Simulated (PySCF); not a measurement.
**CoH₃: structure of the singlet**

Where does singlet CoH₃ go from a trigonal planar start, is the end point a minimum, and what are its modes, charges and moments?

Method: PBE0, basis Co def2-TZVP, H def2-TZVP, no relativity, density fitting; program: PySCF 2.14.0.

## Step 1: The system as given

4 atoms, charge 0, spin multiplicity 1.

Bond lengths: Co1–H2 1.430 Å, Co1–H3 1.430 Å, Co1–H4 1.430 Å. Angles: H2–Co1–H3 120.0°, H2–Co1–H4 120.0°, H3–Co1–H4 120.0°.

Coordinates in bohr (charge 0 multiplicity 1):
```
Co    0.0000    0.0000    0.0000
H     2.7023    0.0000    0.0000
H    -1.3512    2.3402    0.0000
H    -1.3511   -2.3403    0.0000
```

## Step 2: Relaxing the singlet from the trigonal planar start

One driver script runs all steps and calls PySCF; scf.py shows how it sets up the SCF of each step. The optimiser is the driver's own. Before each start the driver seeks the lowest SCF state from one or more starting densities and follows internal instabilities, so scf.py alone need not reach the same state.

The program finds D3h symmetry in the start, which this walk keeps. The walk stops when the largest gradient is under 0.0003 Eh/bohr and the energy has settled too.

File scf.py:

```python
from pyscf import gto, scf, dft
mol = gto.M(atom='''
Co     0.000000    -0.000000    -0.000000
H      1.429991     0.000008    -0.000000
H     -0.715002     1.238404     0.000000
H     -0.714988    -1.238412    -0.000000''',
    basis={'Co': 'def2-TZVP', 'H': 'def2-TZVP'},
    charge=0, spin=0)
mf = dft.RKS(mol, xc='PBE0')
mf.grids.atom_grid = (50, 194)
aux = {'Co': 'def2-universal-JKFIT', 'H': 'def2-universal-JKFIT'}
mf = mf.density_fit(auxbasis=aux)
mf.kernel()
```

Steps of the walk:

```tsv
step	energy (Eh)	change (kJ/mol)	largest symmetric gradient (Eh/bohr)
0	-1384.140729	0.00	0.01001
1	-1384.141307	-1.52	0.00566
2	-1384.141595	-2.27	0.00039
3	-1384.141596	-2.28	0.00002
```

The walk took 1.6 s on 4 threads, shared host.

Positions (Å) and forces (eV/Å) along the way:

```
step 0
Co   0.000   0.000   0.000   0.002   0.000   0.000
H    1.430   0.000   0.000   0.515   0.000   0.000
H   -0.715   1.238   0.000  -0.259   0.445   0.000
H   -0.715  -1.238   0.000  -0.259  -0.445   0.000
step 1
Co   0.000   0.000   0.000   0.002   0.000   0.000
H    1.443   0.000   0.000   0.291   0.000   0.000
H   -0.722   1.250   0.000  -0.147   0.251   0.000
H   -0.722  -1.250   0.000  -0.147  -0.251   0.000
step 2
Co   0.000   0.000   0.000   0.002   0.000   0.000
H    1.460   0.000   0.000   0.020   0.000   0.000
H   -0.730   1.264   0.000  -0.011   0.017   0.000
H   -0.730  -1.264   0.000  -0.011  -0.017   0.000
step 3
Co   0.000   0.000   0.000   0.002   0.000   0.000
H    1.461   0.000   0.000   0.001   0.000   0.000
H   -0.731   1.265   0.000  -0.002   0.000   0.000
H   -0.731  -1.265   0.000  -0.002   0.000   0.000
```

End point (D3h, 3 steps, 2.3 kJ/mol gained): Co–H 1.461 Å (×3); H–Co–H 120.0° (×3).

## Step 3: Hessian and properties

The point is checked on the finer grid, and tightened if its gradient asks for it. The Hessian and the dipole derivatives come from central differences of analytic gradients, with steps of 0.01 bohr.

Edit scf.py of step 2 so:

```diff
@@ -3,4 +3,4 @@
-Co     0.000000    -0.000000    -0.000000
-H      1.429991     0.000008    -0.000000
-H     -0.715002     1.238404     0.000000
-H     -0.714988    -1.238412    -0.000000''',
+Co     0.000000    -0.000000     0.000000
+H      1.461244     0.000008    -0.000000
+H     -0.730629     1.265470     0.000000
+H     -0.730615    -1.265479     0.000000''',
@@ -10 +10 @@
-mf.grids.atom_grid = (50, 194)
+mf.grids.atom_grid = (75, 302)
```

The driver hands on the density of the step before, so the log starts near convergence.

Log of the central SCF (cycles and frontier levels):

```text
init E= -1384.14149773718
  HOMO = -0.225723833435983  LUMO = -0.127314701417271  gap/eV = 2.67785
cycle= 1 E= -1384.14149773664  delta_E= 5.38e-10  |g|= 7.21e-05  |ddm|= 2.37e-05
  HOMO = -0.225746521336137  LUMO = -0.127329213490747  gap/eV = 2.67807
cycle= 2 E= -1384.14149772109  delta_E= 1.56e-08  |g|= 0.00039  |ddm|= 0.000127
  HOMO = -0.225727373583744  LUMO = -0.127317019832026  gap/eV = 2.67788
cycle= 3 E= -1384.1414977372  delta_E= -1.61e-08  |g|= 1.33e-06  |ddm|= 0.000107
  HOMO = -0.225727373730008  LUMO = -0.127316996120619  gap/eV = 2.67788
cycle= 4 E= -1384.14149773719  delta_E= 3.18e-12  |g|= 4.92e-07  |ddm|= 1.13e-06
  HOMO = -0.225727369046746  LUMO = -0.127316988611077  gap/eV = 2.67788
Extra cycle  E= -1384.1414977372  delta_E= -5e-12  |g|= 4.41e-07  |ddm|= 2.15e-06
converged SCF energy = -1384.1414977372
```

The whole step took 5.2 s.

Geometry: D3h; Co–H 1.461 Å (×3); H–Co–H 120.0° (×3).

Wavenumbers (cm⁻¹): 3679i, 244, 244, 1182, 1182, 2019. These are not to be trusted: the point is only loosely found or the SCF state changes between the displacements.

## Step 4: Leaving the saddle point

The start is the last point, displaced along its most imaginary mode.

The program finds C3v symmetry in the start, which this walk keeps. The walk stops when the largest gradient is under 0.0003 Eh/bohr and the energy has settled too.

Edit scf.py of step 3 so:

```diff
@@ -3,4 +3,4 @@
-Co     0.000000    -0.000000     0.000000
-H      1.461244     0.000008    -0.000000
-H     -0.730629     1.265470     0.000000
-H     -0.730615    -1.265479     0.000000''',
+Co    -0.000000    -0.000000    -0.006156
+H      1.461244     0.000008     0.120000
+H     -0.730629     1.265470     0.120000
+H     -0.730615    -1.265479     0.120000''',
@@ -10 +10 @@
-mf.grids.atom_grid = (75, 302)
+mf.grids.atom_grid = (50, 194)
```

Steps of the walk:

```tsv
step	energy (Eh)	change (kJ/mol)	largest symmetric gradient (Eh/bohr)
0	-1384.154789	0.00	0.07189
1	-1384.189867	-92.10	0.04494
2	-1384.202245	-124.60	0.03581
3	-1384.208726	-141.61	0.02264
4	-1384.215387	-159.10	0.01631
5	-1384.218578	-167.48	0.01310
6	-1384.219671	-170.35	0.00331
7	-1384.219701	-170.43	0.00009
8	-1384.219701	-170.43	0.00000
```

The walk took 3.9 s.

End point (C3v, 8 steps, 170.4 kJ/mol gained): Co–H 1.429 Å (×3); H–Co–H 89.8° (×3).

## Step 5: Is it a minimum? Harmonic modes

The same treatment as at the point before.

Edit scf.py of step 4 so:

```diff
@@ -3,4 +3,4 @@
-Co    -0.000000    -0.000000    -0.006156
-H      1.461244     0.000008     0.120000
-H     -0.730629     1.265470     0.120000
-H     -0.730615    -1.265479     0.120000''',
+Co    -0.000000     0.000000    -0.040415
+H      1.165086     0.000007     0.787762
+H     -0.582549     1.008991     0.787762
+H     -0.582537    -1.008997     0.787762''',
@@ -10 +10 @@
-mf.grids.atom_grid = (50, 194)
+mf.grids.atom_grid = (75, 302)
```

Log of the central SCF (cycles and frontier levels):

```text
init E= -1384.21961455402
  HOMO = -0.266172989994105  LUMO = -0.0565658825334725  gap/eV = 5.70370
cycle= 1 E= -1384.21961455391  delta_E= 1.11e-10  |g|= 3.42e-05  |ddm|= 1.12e-05
  HOMO = -0.266185355807887  LUMO = -0.0565716659225972  gap/eV = 5.70388
cycle= 2 E= -1384.21961455099  delta_E= 2.92e-09  |g|= 0.000171  |ddm|= 5.51e-05
  HOMO = -0.266175048799088  LUMO = -0.0565668226875453  gap/eV = 5.70373
cycle= 3 E= -1384.21961455403  delta_E= -3.04e-09  |g|= 4.87e-07  |ddm|= 4.57e-05
  HOMO = -0.266175040768486  LUMO = -0.0565668263772055  gap/eV = 5.70373
cycle= 4 E= -1384.21961455404  delta_E= -5.46e-12  |g|= 5.75e-08  |ddm|= 2.75e-07
  HOMO = -0.266175036321332  LUMO = -0.0565668228175736  gap/eV = 5.70373
Extra cycle  E= -1384.21961455403  delta_E= 3.64e-12  |g|= 1.01e-07  |ddm|= 1.76e-07
converged SCF energy = -1384.21961455403
```

The whole step took 5.3 s.

Geometry: C3v; Co–H 1.429 Å (×3); H–Co–H 89.8° (×3).

Modes, for the most abundant isotopes:

```tsv
symmetry	ω (cm⁻¹)	IR (km/mol)	μ (u)
e	684	0.9	1.01
a1	778	37.7	1.04
e	2114	274	1.03
a1	2160	17.9	1.03
```

All wavenumbers are real: a minimum.

Properties at this point:

* Dipole moment: 2.90 D
* Highest occupied level: -7.24 eV
* Lowest empty level: -1.54 eV
* Rotational constants: 4.189, 4.189, 4.107 cm⁻¹
* Zero-point energy: 51.1 kJ/mol
* Principal polarisabilities: 26.0, 31.6, 31.6 bohr³
* Atomisation energy without zero-point energy: 602 kJ/mol
* Principal traceless quadrupole moments about the centre of mass: -0.46, -0.46, 0.91 D Å
* Entropy at 298.15 K and 1 bar: 220.8 J/(mol K)
* Heat capacity Cp at 298.15 K: 43.4 J/(mol K)
* Enthalpy at 298.15 K above 0 K: 10.77 kJ/mol
* Rotational symmetry number: 3

Charges (e) and bond orders:

```csv
atom,Mulliken,Löwdin,polar tensor,Mayer order to Co1
Co1,0.06,0.00,0.62,–
"H2,3,4",-0.02,0.00,-0.21,0.97
```

Mulliken populations on Co1: s 6.64, p 12.26, d 8.04, f 0.00.

## Step 6: Stability of the closed shell

At the lowest minimum the closed shell is tested against spin polarisation, on the (50, 194) grid. It is stable.

## Step 7: Results

| quantity | value |
| --- | --- |
| minimum | singlet, C3v |
| geometry | Co–H 1.429 Å (×3); H–Co–H 89.8° (×3) |
| wavenumbers (cm⁻¹) | 684 (e), 778 (a1), 2114 (e), 2160 (a1) |
| dipole moment | 2.90 D |
| highest occupied, lowest empty level | -7.24, -1.54 eV |
| polar-tensor charge of Co1 | +0.62 e |
| zero-point energy | 51.1 kJ/mol |
| entropy at 298.15 K | 220.8 J/(mol K) |
| atomisation energy (no zero-point energy) | 602 kJ/mol |

The trigonal planar start (D3h) ends in a minimum of C3v symmetry. In the infrared the band at 2114 cm⁻¹ (e, stretch) leads. Other starts or spin states, not run here, may lie lower.

The search up to here took 19 s on 4 threads, shared host.
